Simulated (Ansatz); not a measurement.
# Ni (Ni, dhcp): the cost of one run

Computed with Ansatz 0.2.0 (DFT r2SCAN, plane waves (500 eV) with PAW, scalar-relativistic; PAW files made under PBE, frozen cores solved again for the functional, unless a step says otherwise).

**1. Starting point**

The structure is hexagonal, space group P6_3/mmc (No. 194). The conventional cell has a = 2.492 Å, b = 2.492 Å, c = 8.138 Å, α = 90.00°, β = 90.00°, γ = 120.00°. Around Ni (site symmetry -3m) lie 12 Ni at 2.49 Å. Around Ni (site symmetry -6m2) lie 12 Ni at 2.49 Å.

As a file:

```
CELL_PARAMETERS angstrom
2.49176 0.00000 0.00000
-1.24588 2.15792 0.00000
0.00000 0.00000 8.13807
ATOMIC_POSITIONS crystal
Ni 0.00000 0.00000 0.00000
Ni 0.00000 0.00000 0.50000
Ni 0.33333 0.66667 0.25000
Ni 0.66667 0.33333 0.75000
```

Starting moments (μB): +0.8 ×4.

**2. Relaxing cell and atoms**

The input, input.yaml:

```yaml
crystal:
  lattice:
    - [2.491755966, 0.0, 0.0]
    - [-1.245877983, 2.1579239666, 0.0]
    - [0.0, 0.0, 8.138074985]
  atoms:
    - { symbol: Ni, position: [0.0, 0.0, 0.0], spin: 0.8 }
    - { symbol: Ni, position: [0.0, 0.0, 0.5], spin: 0.8 }
    - { symbol: Ni, position: [0.3333333333, 0.6666666667, 0.25], spin: 0.8 }
    - { symbol: Ni, position: [0.6666666667, 0.3333333333, 0.75], spin: 0.8 }
hamiltonian:
  xc: r2scan
  pseudopotentials:
    kind: paw
    azcp:
      Ni: "pseudopotentials/Ni.paw.azcp"
basis:
  ecutwfc: 500
  fft_grid_basis: typed
kpoints:
  mp_grid: { grid: [14, 14, 4], shift: [0, 0, 0] }
magnetization:
  spin_polarized: true
scf:
  occupations: { method: fermi_dirac, width: 0.05 }
relax:
  max_steps: 60
  f_tol: 0.01
  cell: {}
```

Run with:

```
ansatz run input.yaml --threads 1 --pin off --max-ram 3584MiB --backend cpu --events-out ev --progress --plain --runs-dir out
```

Q: Estimate wall time and peak memory on 1 thread of Intel Xeon Platinum 8259CL at 2.50GHz (Skylake/Cascade Lake), shared host.

About 9 min, with a peak of 0.77 GiB.
